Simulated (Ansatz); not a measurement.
# TaCl (quintet): wave-function methods side by side, def2-TZVPP

One table from this session's results is given with a row withheld; the runs are named, their logs left out.

Program: Ansatz 0.2.0, Gaussian basis. Level of theory: def2-TZVPP, core rule «outside noble gas», up to 9 orbitals frozen. These are calculated values, not measurements.

Plan: UHF; ROHF; CCSD(T) on UHF.

### The system

The geometry is a PBE0/def2-TZVP stationary point (not a proven minimum). No spin-orbit coupling is included. Elements past krypton take def2 core potentials.

2 atoms, charge 0, spin multiplicity 5.

Atoms are counted from 1 here; the program's logs count them from 0.

Bond lengths: Ta1–Cl2 2.292 Å.

Coordinates:

```xyz
2
charge 0, multiplicity 5
Ta    0.00000    0.00000    0.00000
Cl    0.00000    0.00000    2.29220
```

Set-up of the first run:

File in.yaml:

```yaml
crystal:
  periodic: [false, false, false]
  atoms:
    - {symbol: Ta, position_ang: [0.000000, 0.000000, 0.000000]}
    - {symbol: Cl, position_ang: [0.000000, 0.000000, 2.292200]}
basis:
  gaussian: {orbitals: def2-TZVPP}
magnetization: {spin_polarized: true, initial_magnetization: 4}
hamiltonian: {xc: hf}
output: {orbitals: {seedname: orbitals}}
```

Command:

```sh
$ ansatz run in.yaml --threads 1 --pin off --events-out ev --progress --plain --max-ram 3968MiB --backend cpu
```

Among the steps run: UHF; ROHF; CCSD(T) on UHF.

One of the session's tables, all rows but one given; the rest of the session is left out.

```
  method  from UCCSD(T) (kJ/mol)
    ROHF                  +773.3
     UHF                  +758.0
    UMP2                   +92.4
   UCCSD                       ?
UCCSD(T)                       0
```

Estimate the missing values for UCCSD.

As computed: from UCCSD(T) (kJ/mol): +32.9. In the column «from UCCSD(T) (kJ/mol)» it lies between UCCSD(T) (0) and UMP2 (+92.4).
